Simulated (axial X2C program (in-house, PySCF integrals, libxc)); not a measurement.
**HfF: properties at the nuclei**

Aim: properties at the nuclei of HfF, with spin–orbit coupling in the Hamiltonian from the start.

Program: an in-house X2C program for linear molecules on PySCF integrals. Level of theory: two-component X2C with atomic mean-field terms, Hf dyall-cv3z, F dyall-av3z. These are calculated values, not measurements.

## (1) The job

task.json

```json
{"zs": [72, 9], "q": 0, "bas": ["dyall-cv3z", "dyall-av3z"], "r0": 2.16, "levels": ["PBE0", "HF", "r2SCAN", "LDA", "TPSSh"], "nst": 3}
```

Keys: zs atomic numbers; q charge; bas basis sets; r0 starting distance in Å; levels methods (HF also brings MP2); nst determinants followed.

Started as:

```sh
$ python soeom.py task.json out
```

After this run come: Expectation values, lowest determinant; Expectation values, a higher determinant; Expectation values, a higher determinant.

What does the calculation give? Wanted: lowest determinant; Eeff magnitude; Ws magnitude Hf; A∥/gI Hf; qzz Hf; higher determinant (for each run or level that gives them).

The runs gave:

| quantity | value |
| --- | --- |
| lowest determinant | Ω = 3/2 (excess of +ω over −ω: ω = 3/2) |
| Eeff magnitude (GV/cm), PBE0 | 14.9 |
| Ws magnitude Hf (kHz), PBE0 | 9.53 |
| A∥/gI Hf (MHz), PBE0 | 491 |
| qzz Hf (a.u.), PBE0 | -3.31 |
| higher determinant | Ω = 5/2 (excess of +ω over −ω: ω = 5/2) |
| Eeff magnitude (GV/cm), PBE0, higher determinant | 13.7 |
| Ws magnitude Hf (kHz), PBE0, higher determinant | 5.11 |
| A∥/gI Hf (MHz), PBE0, higher determinant | 347 |
| qzz Hf (a.u.), PBE0, higher determinant | -3.56 |
| higher determinant | Ω = 1/2 (excess of +ω over −ω: ω = 1/2) |
| Eeff magnitude (GV/cm), PBE0, higher determinant | 6.48 |
| Ws magnitude Hf (kHz), PBE0, higher determinant | 14.5 |
| A∥/gI Hf (MHz), PBE0, higher determinant | 1590 |
| qzz Hf (a.u.), PBE0, higher determinant | -7.35 |

What this shows: In the first state, the effective field runs from 5.43 to 81 GV/cm over the mean-field levels, so the levels don't agree on it. The expectation values come from single determinants, which for open shells can mix terms of unlike spin or miss the lowest Ω, so a determinant need not be a state. Eeff is the effective electric field on the electron dipole moment in this Ω state and Ws the scalar–pseudoscalar constant (defined with the proton number Z and per Ω); A∥ is the parallel hyperfine constant, which follows by multiplying with the nuclear g factor gI = μI/(I μN); qzz is the electric field gradient, eQq0 = 234.96 MHz × Q/barn × qzz; μ is positive if F is the positive end. The operators were transformed with the bare-nucleus X2C matrices.
